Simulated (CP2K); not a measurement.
HfIn4SiO6:

```
Hf In Si O
1.0
     5.43134    0.00000    0.00000
    -2.71529    4.70390    0.00000
    -0.92829   -1.60769    7.40700
Hf In Si O
1 4 1 6
Direct
  0.78835 0.21165 0.00000
  0.62175 0.37825 0.50000
  0.45502 0.54498 0.00000
  0.28407 0.71593 0.50000
  0.95814 0.04186 0.50000
  0.12168 0.87832 0.00000
  0.06219 0.11415 0.86666
  0.88585 0.93781 0.13334
  0.79490 0.53784 0.86663
  0.46216 0.20510 0.13337
  0.15352 0.62879 0.13333
  0.37121 0.84648 0.86667
```

The cell was built by a generator and needn't be a form met in nature.

Base run:

```yaml
Program: CP2K 2026.2
Functional: SCAN
Potentials_or_basis: POTENTIAL_UZH Hf GTH-PBE-q12, In GTH-PBE-q13, Si GTH-PBE-q4, O GTH-PBE-q6; TZVP-MOLOPT-PBE-GTH basis
Density_cutoff: 13606 eV
k_mesh: 6 × 6 × 4
Occupations: fermi-dirac, width 0.05 eV
Spin: no spin polarisation
```

Its results: band gap on the k mesh none (metal or under the smearing width); pressure -4.4 GPa.

Problem. The run is repeated on the same cell with these changes: functional from SCAN to vdW-DF-cx. What comes out?

Solution. Band gap on the k mesh none (metal or under the smearing width); pressure -3.3 GPa.

Caveats: the potentials were made for another functional, which shifts forces and pressure; spin-orbit coupling is left out, which moves the levels of the heavy elements; the basis of atomic orbitals isn't converged, which shifts pressures, moduli and gaps.
